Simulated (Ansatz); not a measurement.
The system is MoI.

```
Mo I
1.0
     0.00000    3.17885    3.17885
     3.17885    0.00000    3.17885
     3.17885    3.17885    0.00000
Mo I
1 1
Direct
  0.00000 0.00000 0.00000
  0.75000 0.75000 0.75000
```

The cell was built by a generator and needn't be a form met in nature.

```yaml
Program: Ansatz 0.2.0
Task: relaxation of cell and atoms
Functional: PBE
Potentials_or_basis: Ansatz PAW
Cutoff: "420 eV (not typed: the program's choice for these potentials)"
k_mesh: 7 × 7 × 7
Occupations: fermi-dirac, width 0.05 eV
Spin: no spin polarisation
Hubbard_terms: Mo d U = 2 eV
```

At the start: volume 32.12 Å³/atom.

Problem. Where does the relaxation end?

Solution. It ends after 6 steps and the volume is 28.96 Å³/atom (-9.8 %); space group F-43m (No. 216, to 0.05 Å).

The path:
```
step  energy change (eV)  largest force (eV/Å)  volume (Å³)
   1              0.0000                0.0000        64.25
   2             -0.0880                0.0000        55.27
   3             -0.1139                0.0000        58.58
   4             -0.1154                0.0000        57.99
   5             -0.1155                0.0000        57.93
   6             -0.1145                0.0000        57.93
```

Final structure:
```
Mo I
1.0
     0.00000    3.07102    3.07102
     3.07102    0.00000    3.07102
     3.07102    3.07102    0.00000
Mo I
1 1
Direct
  0.00000 0.00000 0.00000
  0.75000 0.75000 0.75000
```

Caveat: the plane-wave basis is chosen anew once the cell has moved, so the energies of steps on either side of that aren't comparable; an odd number of electrons without spin polarisation forces a metal; a magnetic or distorted state may lie lower; U without spin polarisation on a metal has little footing.
